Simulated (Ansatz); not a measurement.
**C₂H₇InO: basis-set convergence**

Aim: see how fast density functionals converge with the basis set for C₂H₇InO.

Program: Ansatz 0.2.0, Gaussian basis. Level of theory: one geometry, several basis sets. These are calculated values, not measurements.

The runs, in order: PBE0-D4/def2-SVP; ωB97M-V/def2-SVP; PBE0-D4/def2-QZVPP; ωB97M-V/def2-QZVPP; the functionals' def2-TZVPP values are taken from earlier runs.

## (1) The geometry

The geometry comes from an earlier relaxation with PBE0-D4 in a triple-zeta def2 set; it is a stationary point, not always the lowest conformer. In takes the def2 core potential; no spin-orbit term is included.

11 atoms, charge 0, spin multiplicity 1.

Atoms are counted from 1 here; the program's logs count them from 0.

Bond lengths: C1–C2 1.523 Å, C1–H5 1.093 Å, C1–H6 1.093 Å, C1–H7 1.095 Å, C2–In3 2.159 Å, C2–H8 1.094 Å, C2–H9 1.094 Å, In3–O4 2.001 Å, In3–H10 1.713 Å, O4–H11 0.959 Å. Angles: C2–C1–H5 112.0°, C2–C1–H6 112.0°, C2–C1–H7 111.5°, H5–C1–H6 107.0°, H5–C1–H7 107.1°, H6–C1–H7 107.1°, C1–C2–In3 115.7°, C1–C2–H8 111.0°, C1–C2–H9 111.0°, In3–C2–H8 106.3°, In3–C2–H9 106.3°, H8–C2–H9 105.9°, C2–In3–O4 114.8°, C2–In3–H10 134.8°, O4–In3–H10 110.4°, In3–O4–H11 113.6°.

## (2) PBE0-D4 in def2-SVP

File in.yaml:

```yaml
crystal:
  periodic: [false, false, false]
  atoms:
    - {symbol: C, position_ang: [-1.486025, 0.619028, 0.684000]}
    - {symbol: C, position_ang: [-0.518537, -0.416842, 0.127761]}
    - {symbol: In, position_ang: [1.409491, 0.336927, -0.483754]}
    - {symbol: O, position_ang: [2.657187, -1.045544, -1.215994]}
    - {symbol: H, position_ang: [-1.086524, 1.116151, 1.571565]}
    - {symbol: H, position_ang: [-1.711059, 1.401176, -0.045440]}
    - {symbol: H, position_ang: [-2.439389, 0.163662, 0.971928]}
    - {symbol: H, position_ang: [-0.942212, -0.920612, -0.746418]}
    - {symbol: H, position_ang: [-0.321317, -1.204150, 0.861721]}
    - {symbol: H, position_ang: [2.153919, 1.879674, -0.494442]}
    - {symbol: H, position_ang: [2.284465, -1.929441, -1.230918]}
basis:
  gaussian: {orbitals: def2-SVP}
hamiltonian: {xc: pbe0, dispersion: d4}
output: {orbitals: {seedname: orbitals}}
```

The runs that follow: ωB97M-V in def2-SVP; PBE0-D4 in def2-QZVPP; ωB97M-V in def2-QZVPP.

Q: Predict the results of all the runs planned. Wanted: PBE0-D4: double and triple zeta above quadruple; ωB97M-V: double and triple zeta above quadruple.

As calculated:

| quantity | value |
| --- | --- |
| PBE0-D4: double and triple zeta above quadruple | 5.67, 0.31 eV |
| ωB97M-V: double and triple zeta above quadruple | 5.92, 0.31 eV |

PBE0-D4 gains 5.36 eV from double to triple zeta, then 0.31 eV more. These are total energies; as a rule much of such shifts cancels in differences, which this series doesn't test.
